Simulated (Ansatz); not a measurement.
# Hf4AgPd: the cost of one run

Program: Ansatz 0.2.0 through its Python package. Level of theory: DFT LDA, plane waves, PAW. These are calculated values, not measurements.

## Step 1: The structure

Hf4AgPd P4/mmm: Symmetry: P4/mmm, No. 123, tetragonal system. Conventional cell: a = 3.235 Å, b = 3.235 Å, c = 11.314 Å, α = 90.00°, β = 90.00°, γ = 90.00°. Hf (site symmetry 4mm) has 4 Ag at 2.99 Å and 8 Hf at 3.04 to 3.23 Å as nearest neighbours. Hf (site symmetry 4mm) is surrounded by 4 Pd at 2.87 Å and 8 Hf at 3.04 to 3.23 Å. Around Ag (site symmetry 4/mmm) lie 8 Hf at 2.99 Å and 4 Ag at 3.23 Å. Only part of the 4 independent sites is listed.

Hf P6_3/mmc: Symmetry: P6_3/mmc, No. 194, hexagonal system. Conventional cell: a = 3.197 Å, b = 3.197 Å, c = 5.058 Å, α = 90.00°, β = 90.00°, γ = 120.00°. Hf (site symmetry -6m2) is surrounded by 12 Hf at 3.13 to 3.20 Å.

Ag Fm-3m: Symmetry: Fm-3m, No. 225, cubic system. The conventional cell has a = 4.085 Å, b = 4.085 Å, c = 4.085 Å, α = 90.00°, β = 90.00°, γ = 90.00°. Ag (site symmetry m-3m) is surrounded by 12 Ag at 2.89 Å.

Pd Fm-3m: The structure is cubic, space group Fm-3m (No. 225). The conventional cell has a = 3.893 Å, b = 3.893 Å, c = 3.893 Å, α = 90.00°, β = 90.00°, γ = 90.00°. Pd (site symmetry m-3m) has 12 Pd at 2.75 Å as nearest neighbours.

The script holds or builds the structure itself.

## Step 2: The code

Input file run_formation.py:

```python
"""Heat of formation of Hf4AgPd at zero temperature, after relaxing cells and atoms."""

from collections import Counter
import warnings

import ansatz as az
import numpy as np

config = {
    "functional": "lda",
    "cutoff": 450,
    "k_spacing": 0.33,
    "filling": "cold",
    "width_ev": 0.1,
}

PHASES = {
    "Hf4AgPd": (
        [(3.23492909, 0.0, 0.0), (0.0, 3.23492909, 0.0), (0.0, 0.0, 11.31383234)],
        [
            ("Hf", (0.5, 0.5, 0.17033884)),
            ("Hf", (0.0, 0.0, 0.65260671)),
            ("Hf", (0.0, 0.0, 0.34739329)),
            ("Hf", (0.5, 0.5, 0.82966116)),
            ("Ag", (0.0, 0.0, 0.0)),
            ("Pd", (0.5, 0.5, 0.5)),
        ],
    ),
    "Hf": (
        [(3.1967, 0.0, 0.0), (-1.59835, 2.76842341, 0.0), (0.0, 0.0, 5.0578)],
        [
            ("Hf", (1 / 3, 2 / 3, 0.25)),
            ("Hf", (2 / 3, 1 / 3, 0.75)),
        ],
    ),
    "Ag": (
        [(0.0, 2.04275, 2.04275), (2.04275, 0.0, 2.04275), (2.04275, 2.04275, 0.0)],
        [
            ("Ag", (0.0, 0.0, 0.0)),
        ],
    ),
    "Pd": (
        [(0.0, 1.9465, 1.9465), (1.9465, 0.0, 1.9465), (1.9465, 1.9465, 0.0)],
        [
            ("Pd", (0.0, 0.0, 0.0)),
        ],
    ),
}


def build(vectors, sites):
    crystal = az.Crystal(lattice=az.Lattice.of(vectors))
    for symbol, position in sites:
        crystal = crystal.atom(symbol, position)
    return crystal


def ground_state(name, crystal):
    calc = (
        crystal.calculation()
        .functional(config["functional"])
        .basis(config["cutoff"])
        .kpoints(spacing=config["k_spacing"])
        .occupations(config["filling"], width=config["width_ev"])
        .stress()
    )
    calc = calc.relax(force_tolerance=0.01, max_steps=40, cell=True)
    return calc.run()


def counts(outcome):
    return Counter(site.symbol for site in outcome.lattice.sites)

def formation_energy(outcome, mu):
    n = counts(outcome)
    return (outcome.report["energy_sigma0_ev"] - sum(k * mu[element] for element, k in n.items())) / sum(n.values())


def volume_per_atom(outcome):
    return abs(np.linalg.det(outcome.lattice.cell_ang)) / len(outcome.lattice.sites)

warnings.simplefilter("ignore", az.DeckWarning)

phases = {name: build(*cell) for name, cell in PHASES.items()}

done = {name: ground_state(name, crystal) for name, crystal in phases.items()}

# chemical potentials of the elements at zero temperature
references = {"Hf": "Hf", "Ag": "Ag", "Pd": "Pd"}
mu = {element: done[name].report["energy_sigma0_ev"] / len(done[name].lattice.sites) for element, name in references.items()}

target = done["Hf4AgPd"]
heat = formation_energy(target, mu)
for element, value in mu.items():
    print(f"mu({element}) = {value:.4f} eV from {references[element]}, {volume_per_atom(done[references[element]]):.2f} A^3/atom")
print(f"formation energy of Hf4AgPd: {heat:.4f} eV/atom = {96.4853 * heat:.1f} kJ/mol of atoms")
```

## Step 3: The calls as engine input

The engine receives this input (first run):

```yaml
crystal:
  lattice:
    - [3.23492909, 0.0, 0.0]
    - [0.0, 3.23492909, 0.0]
    - [0.0, 0.0, 11.31383234]
  atoms:
    - { symbol: Hf, position: [0.5, 0.5, 0.17033884] }
    - { symbol: Hf, position: [0.0, 0.0, 0.65260671] }
    - { symbol: Hf, position: [0.0, 0.0, 0.34739329] }
    - { symbol: Hf, position: [0.5, 0.5, 0.82966116] }
    - { symbol: Ag, position: [0.0, 0.0, 0.0] }
    - { symbol: Pd, position: [0.5, 0.5, 0.5] }
basis:
  ecutwfc: 450.0
kpoints:
  mp_grid:
    kspacing: 0.33
hamiltonian:
  xc: lda
scf:
  occupations:
    method: cold
    width: 0.1
relax:
  f_tol: 0.01
  max_steps: 40
  cell: {}
output:
  stress: true
```

## Step 4: The run

Started as:

```console
$ python run_formation.py
```

What time and memory should one allow on 1 thread of Arm Neoverse V1, shared host?

About 91 s, with a peak of 0.58 GiB.
